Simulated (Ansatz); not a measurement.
# C₃H₁₆BNSi₃: how energies converge with the basis set

One table from this session's results is given with a row withheld; the runs are named, their logs left out.

Program: Ansatz 0.2.0, Gaussian basis. Level of theory: one geometry, several basis sets. These are calculated values, not measurements.

Levels to be run: PBE0-D4/def2-SVP; ωB97M-V/def2-SVP; PBE0-D4/def2-QZVPP; ωB97M-V/def2-QZVPP; the functionals' def2-TZVPP values are taken from earlier runs.

### Structure used throughout

An earlier PBE0-D4 in a triple-zeta def2 set relaxation fixed the geometry.

24 atoms, charge 0, spin multiplicity 1.

Atoms are counted from 1 here; the program's logs count them from 0.

Bond lengths: B1–N2 1.405 Å, B1–H9 1.198 Å, B1–H10 1.204 Å, N2–Si3 1.759 Å, N2–Si5 1.772 Å, Si3–Si4 2.341 Å, Si3–H11 1.491 Å, Si3–H12 1.486 Å, Si4–H13 1.488 Å, Si4–H14 1.489 Å, Si4–H15 1.489 Å, Si5–C6 1.863 Å, Si5–C7 1.868 Å, Si5–C8 1.870 Å, C6–H16 1.092 Å, C6–H17 1.094 Å, C6–H18 1.092 Å, C7–H19 1.093 Å and more. Angles: N2–B1–H9 121.3°, N2–B1–H10 119.2°, H9–B1–H10 119.5°, B1–N2–Si3 115.6°, B1–N2–Si5 124.0°, Si3–N2–Si5 120.4°, N2–Si3–Si4 111.0°, N2–Si3–H11 108.5°, N2–Si3–H12 110.1°, Si4–Si3–H11 108.9°, Si4–Si3–H12 110.7°, H11–Si3–H12 107.6°, Si3–Si4–H13 110.4°, Si3–Si4–H14 110.8°, Si3–Si4–H15 109.9°, H13–Si4–H14 108.8°, H13–Si4–H15 108.4°, H14–Si4–H15 108.5° and more.

As a file:

```
B     0.1802   -1.0174   -1.9670
N    -0.2234   -0.5757   -0.6952
Si   -0.7403   -1.8361    0.4172
Si    1.0997   -3.0021    1.2746
Si   -0.1998    1.1201   -0.1823
C     0.6372    2.1725   -1.4724
C    -1.9620    1.6885    0.0665
C     0.7451    1.2198    1.4283
H     0.5605   -0.2466   -2.8011
H     0.1438   -2.1941   -2.2193
H    -1.4758   -1.1982    1.5463
H    -1.6794   -2.7642   -0.2650
H     1.8853   -3.6142    0.1692
H     0.6577   -4.0790    2.2031
H     1.9873   -2.0684    2.0211
H     0.0956    2.1673   -2.4202
H     0.6804    3.2054   -1.1142
H     1.6592    1.8402   -1.6668
H    -2.5255    1.6244   -0.8680
H    -2.4792    1.0830    0.8145
H    -1.9878    2.7284    0.4039
H     1.7747    0.8755    1.3015
H     0.7788    2.2533    1.7844
H     0.2826    0.6172    2.2141
```

Set-up of the first run:

in.yaml reads:

```yaml
crystal:
  periodic: [false, false, false]
  atoms:
    - {symbol: B, position_ang: [0.180246, -1.017416, -1.966951]}
    - {symbol: N, position_ang: [-0.223372, -0.575677, -0.695229]}
    - {symbol: Si, position_ang: [-0.740291, -1.836136, 0.417173]}
    - {symbol: Si, position_ang: [1.099682, -3.002072, 1.274613]}
    - {symbol: Si, position_ang: [-0.199812, 1.120145, -0.182267]}
    - {symbol: C, position_ang: [0.637152, 2.172471, -1.472351]}
    - {symbol: C, position_ang: [-1.962040, 1.688523, 0.066461]}
    - {symbol: C, position_ang: [0.745096, 1.219806, 1.428263]}
    - {symbol: H, position_ang: [0.560511, -0.246625, -2.801086]}
    - {symbol: H, position_ang: [0.143814, -2.194101, -2.219346]}
    - {symbol: H, position_ang: [-1.475771, -1.198196, 1.546329]}
    - {symbol: H, position_ang: [-1.679370, -2.764206, -0.264961]}
    - {symbol: H, position_ang: [1.885268, -3.614189, 0.169191]}
    - {symbol: H, position_ang: [0.657740, -4.079004, 2.203135]}
    - {symbol: H, position_ang: [1.987332, -2.068387, 2.021134]}
    - {symbol: H, position_ang: [0.095568, 2.167345, -2.420172]}
    - {symbol: H, position_ang: [0.680387, 3.205423, -1.114229]}
    - {symbol: H, position_ang: [1.659197, 1.840173, -1.666784]}
    - {symbol: H, position_ang: [-2.525453, 1.624375, -0.868027]}
    - {symbol: H, position_ang: [-2.479243, 1.082951, 0.814548]}
    - {symbol: H, position_ang: [-1.987775, 2.728423, 0.403931]}
    - {symbol: H, position_ang: [1.774720, 0.875467, 1.301460]}
    - {symbol: H, position_ang: [0.778783, 2.253297, 1.784372]}
    - {symbol: H, position_ang: [0.282629, 0.617210, 2.214095]}
basis:
  gaussian: {orbitals: def2-SVP}
hamiltonian: {xc: pbe0, dispersion: d4}
output: {orbitals: {seedname: orbitals}}
```

Launch:

```sh
$ ansatz run in.yaml --threads 4 --pin off --events-out ev --progress --plain --max-ram 41984MiB --backend cpu
```

Steps of the session up to this table: PBE0-D4 in def2-SVP; ωB97M-V in def2-SVP; PBE0-D4 in def2-QZVPP; ωB97M-V in def2-QZVPP.

One table of the session follows, with a row left open; its other results are not shown here.

It belongs to the step «Functionals by basis». 

```
functional       basis  HOMO (eV)  LUMO (eV)
   PBE0-D4    def2-SVP      -7.56      -0.28
   PBE0-D4  def2-TZVPP      -7.59      -0.48
   PBE0-D4  def2-QZVPP      -7.59      -0.53
   ωB97M-V    def2-SVP      -9.64       1.69
   ωB97M-V  def2-TZVPP      -9.69       1.30
   ωB97M-V  def2-QZVPP          ?          ?
```

Estimate the missing values for ωB97M-V, def2-QZVPP.

The run gave: HOMO (eV): -9.69; LUMO (eV): 1.13.
